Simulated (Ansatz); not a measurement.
# Si (Si, omega (AlB2-type)): the cost of one run

Method: DFT BLYP, plane waves (420 eV) with PAW, scalar-relativistic; PAW files made under PBE, frozen cores solved again for the functional, in Ansatz 0.2.0.

### 1 The starting structure

The structure is hexagonal, space group P6/mmm (No. 191). Conventional cell: a = 4.394 Å, b = 4.394 Å, c = 2.694 Å, α = 90.00°, β = 90.00°, γ = 120.00°. Around Si (site symmetry 6/mmm) lie 14 Si at 2.69 to 2.87 Å. Si (site symmetry -6m2) is surrounded by 11 Si at 2.54 to 2.87 Å.

Structure file:

```cif
data_structure
_symmetry_space_group_name_H-M 'P 1'
_symmetry_Int_Tables_number 1
_cell_length_a 4.3943
_cell_length_b 4.3943
_cell_length_c 2.6937
_cell_angle_alpha 90.000
_cell_angle_beta 90.000
_cell_angle_gamma 120.000
_cell_volume 45.05
loop_
_atom_site_label
_atom_site_type_symbol
_atom_site_fract_x
_atom_site_fract_y
_atom_site_fract_z
_atom_site_occupancy
Si1 Si 0.00000 0.00000 0.00000 1
Si2 Si 0.33333 0.66667 0.50000 1
Si3 Si 0.66667 0.33333 0.50000 1
```

### 2 Relaxing cell and atoms

Input file input.yaml:

```yaml
crystal:
  lattice:
    - [4.3942991671, 0.0, 0.0]
    - [-2.1971495836, 3.8055747106, 0.0]
    - [0.0, 0.0, 2.6937053894]
  atoms:
    - { symbol: Si, position: [0.0, 0.0, 0.0] }
    - { symbol: Si, position: [0.3333333333, 0.6666666667, 0.5] }
    - { symbol: Si, position: [0.6666666667, 0.3333333333, 0.5] }
hamiltonian:
  xc: blyp
  pseudopotentials:
    kind: paw
    azcp:
      Si: "pseudopotentials/Si.paw.azcp"
basis:
  ecutwfc: 420
  fft_grid_basis: typed
kpoints:
  mp_grid: { grid: [8, 8, 12], shift: [0, 0, 0] }
magnetization:
  spin_polarized: false
scf:
  occupations: { method: fermi_dirac, width: 0.1 }
relax:
  max_steps: 60
  f_tol: 0.01
  cell: {}
```

**Question.** How long does this run take on 2 threads of an Arm CPU, shared host, and how much memory does it need?

About 12 s, with a peak of 0.33 GiB.
